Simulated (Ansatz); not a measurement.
# H8N2O2Si2: a ladder of functionals and wavefunction methods

Aim: compute H8N2O2Si2 with functionals from several rungs and with coupled cluster, and see how far each lands from CCSD(T) at the basis-set limit for the atomisation energy.

Program: Ansatz 0.2.0, Gaussian basis. Level of theory: functionals in def2-TZVPP, the program's frozen cores in correlated methods. These are calculated values, not measurements.

The runs, in order: PBE-D4, r2SCAN-D4, PBE0-D4, B3LYP-D4, ωB97X-V, ωB97M-V, B2PLYP; CCSD(T)/def2-TZVPP; MP2/def2-QZVPP; extrapolation to the limit.

## 1. The relaxed structure

An earlier PBE0-D4 in a triple-zeta def2 set relaxation fixed the geometry.

SMILES `N[Si](N)(O)O[SiH3]`, 14 atoms, charge 0, spin multiplicity 1.

Atoms are counted from 1 here; the program's logs count them from 0.

Bond lengths: N1–Si2 1.703 Å, N1–H7 1.007 Å, N1–H8 1.007 Å, Si2–N3 1.691 Å, Si2–O4 1.640 Å, Si2–O5 1.645 Å, N3–H9 1.005 Å, N3–H10 1.004 Å, O4–H11 0.958 Å, O5–Si6 1.633 Å, Si6–H12 1.488 Å, Si6–H13 1.484 Å, Si6–H14 1.488 Å. Angles: Si2–N1–H7 120.2°, Si2–N1–H8 120.5°, H7–N1–H8 111.5°, N1–Si2–N3 106.7°, N1–Si2–O4 119.2°, N1–Si2–O5 104.7°, N3–Si2–O4 104.1°, N3–Si2–O5 118.0°, O4–Si2–O5 104.9°, Si2–N3–H9 121.8°, Si2–N3–H10 122.4°, H9–N3–H10 113.3°, Si2–O4–H11 115.6°, Si2–O5–Si6 139.5°, O5–Si6–H12 111.0°, O5–Si6–H13 108.5°, O5–Si6–H14 110.4°, H12–Si6–H13 109.3° and more.

## 2. PBE-D4 (GGA)

File in.yaml:

```yaml
crystal:
  periodic: [false, false, false]
  atoms:
    - {symbol: N, position_ang: [-1.402175, -0.890540, -0.762987]}
    - {symbol: Si, position_ang: [-0.418388, 0.486484, -0.568915]}
    - {symbol: N, position_ang: [-1.224229, 1.509742, 0.509802]}
    - {symbol: O, position_ang: [-0.108291, 1.438463, -1.868295]}
    - {symbol: O, position_ang: [1.048274, -0.109246, -0.120983]}
    - {symbol: Si, position_ang: [1.714705, -0.996607, 1.077145]}
    - {symbol: H, position_ang: [-2.367843, -0.788685, -1.028242]}
    - {symbol: H, position_ang: [-1.013039, -1.751394, -1.110228]}
    - {symbol: H, position_ang: [-1.041793, 2.497248, 0.539855]}
    - {symbol: H, position_ang: [-1.692591, 1.167327, 1.329514]}
    - {symbol: H, position_ang: [0.711413, 1.256173, -2.328615]}
    - {symbol: H, position_ang: [1.099833, -0.667327, 2.391086]}
    - {symbol: H, position_ang: [3.168951, -0.702897, 1.127287]}
    - {symbol: H, position_ang: [1.525193, -2.448752, 0.813556]}
basis:
  gaussian: {orbitals: def2-TZVPP}
hamiltonian: {xc: pbe, dispersion: d4}
output: {forces: true, orbitals: {seedname: orbitals}}
```

Launch:

```bash
> ansatz run in.yaml --threads 2 --pin off --events-out ev --progress --plain --max-ram 22528MiB --backend cuda --devices 0, --max-vram 18GiB
```

Further steps of the session: r2SCAN-D4 (meta-GGA); PBE0-D4 (hybrid); B3LYP-D4 (hybrid); ωB97X-V (range-separated); ωB97M-V (range-separated); B2PLYP (double hybrid); CCSD(T) in def2-TZVPP; MP2 in def2-QZVPP.

Q: Predict the results of all the runs planned. Wanted: atomisation energy, CCSD(T)/CBS; farthest; mean size of error, hybrid; mean size of error, range-separated; gap, smallest and largest; T1 diagnostic; triples share of the correlation energy.

As calculated:

```
                               quantity                                 value
        atomisation energy, CCSD(T)/CBS                         5227.1 kJ/mol
 functionals within 26.1 kJ/mol (0.5 %)    PBE-D4, B3LYP-D4, ωB97X-V, ωB97M-V
                               farthest                PBE0-D4 (-89.9 kJ/mol)
             mean size of error, hybrid                           56.9 kJ/mol
    mean size of error, range-separated                            1.5 kJ/mol
              gap, smallest and largest  5.45 eV (PBE-D4), 12.20 eV (ωB97X-V)
                          T1 diagnostic                                0.0107
triples share of the correlation energy                                 3.4 %
```

**Reading.** PBE-D4 misses by +3.7 kJ/mol. Double hybrids carry the basis error of their MP2 part in triple zeta, and no dispersion term here, so their miss is partly the set-up's. The reference freezes the cores and leaves out relativity and excitations past (T), so misses under about 26.1 kJ/mol can't be ranked. Hartree-Fock recovers 70 % of the binding; the rest is correlation. The gap grows from 5.4 to 12.2 eV across the functionals, mostly with the share of exact exchange.
